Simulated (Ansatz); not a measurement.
# EuZnIn3 (I4mm): the equilibrium volume

Aim: the volume at which the pressure of EuZnIn3 (I4mm) vanishes.

Method: DFT r²SCAN, scalar-relativistic, plane waves, PAW, in Ansatz 0.2.0.

**1. The system as given**

The structure is tetragonal, space group I4mm (No. 107). Conventional cell: a = 4.730 Å, b = 4.730 Å, c = 11.855 Å, α = 90.00°, β = 90.00°, γ = 90.00°. Eu (site symmetry 4mm) is surrounded by 12 In at 3.57 to 3.91 Å and 4 Zn at 3.60 Å. In (site symmetry 2mm) has 2 Zn at 2.79 Å and 2 In at 3.01 Å in its first shell of neighbours. In (site symmetry 4mm) has 1 Zn at 2.60 Å in its first shell of neighbours. Zn (site symmetry 4mm) has 5 In at 2.60 to 2.79 Å in its first shell of neighbours.

Coordinates:

```xyz
5
Lattice="-2.3651 2.3651 5.9275 2.3651 -2.3651 5.9275 2.3651 2.3651 -5.9275" Properties=species:S:1:pos:R:3 pbc="T T T"
Eu    0.0000    0.0000   11.8135
In    2.3651    0.0000    3.0700
In    0.0000    2.3651    3.0700
In    0.0000    0.0000    7.1413
Zn    0.0000    0.0000    4.5427
```

Starting moments: Eu 7.00 μB.

**2. At the starting volume (r²SCAN, 6×6×6 mesh)**

File input.yaml:

```yaml
crystal:
  lattice:
    - [-2.36505648, 2.36505648, 5.92748586]
    - [2.36505648, -2.36505648, 5.92748586]
    - [2.36505648, 2.36505648, -5.92748586]
  atoms:
    - { symbol: Eu, position: [0.996499, 0.996499, 0.0], spin: 7.0 }
    - { symbol: In, position: [0.25896, 0.75896, 0.5] }
    - { symbol: In, position: [0.75896, 0.25896, 0.5] }
    - { symbol: In, position: [0.602391, 0.602391, 0.0] }
    - { symbol: Zn, position: [0.38319, 0.38319, 0.0] }
basis:
  ecutwfc: 500
kpoints:
  mp_grid: { grid: [6, 6, 6] }
hamiltonian:
  xc: r2scan
scf:
  occupations: { method: gaussian, width: 0.1 }
  lower_state_search: "off"
output:
  forces: true
  stress: true
  eigenvalues: true
  populations: true
  hubbard: { sites: [{ species: Eu, l: f }] }
magnetization:
  spin_polarized: true
```

The run is started by

```
ansatz run input.yaml --threads 8 --pin off --max-ram 14336MiB --backend cpu --events-out ev --progress --plain --runs-dir out
```

After this run come: Full relaxation.

Q: Predict the outcome of this session. Wanted: volume; pressure; conventional cell; gap on the mesh; spin moments in spheres.

**Answer**, as computed:

```
               quantity                                                                       value
                 volume                                                              25.116 Å³/atom
               pressure                                                                   -0.01 GPa
      conventional cell  a = 4.577 Å, b = 4.577 Å, c = 11.987 Å, α = 90.00°, β = 90.00°, γ = 90.00°
        gap on the mesh                                                                none (metal)
spin moments in spheres                                                                  Eu 6.92 μB
```

In words: Over the 2 runs shown the cell moved from 26.52 to 25.12 Å³/atom, a change of -5.3 %, where the pressure is zero within 0.01 GPa. No U acts on the 4f shell, so its levels can lie too near the Fermi level. Spin–orbit coupling is left out, though the cell holds Eu; it splits the 4f levels.
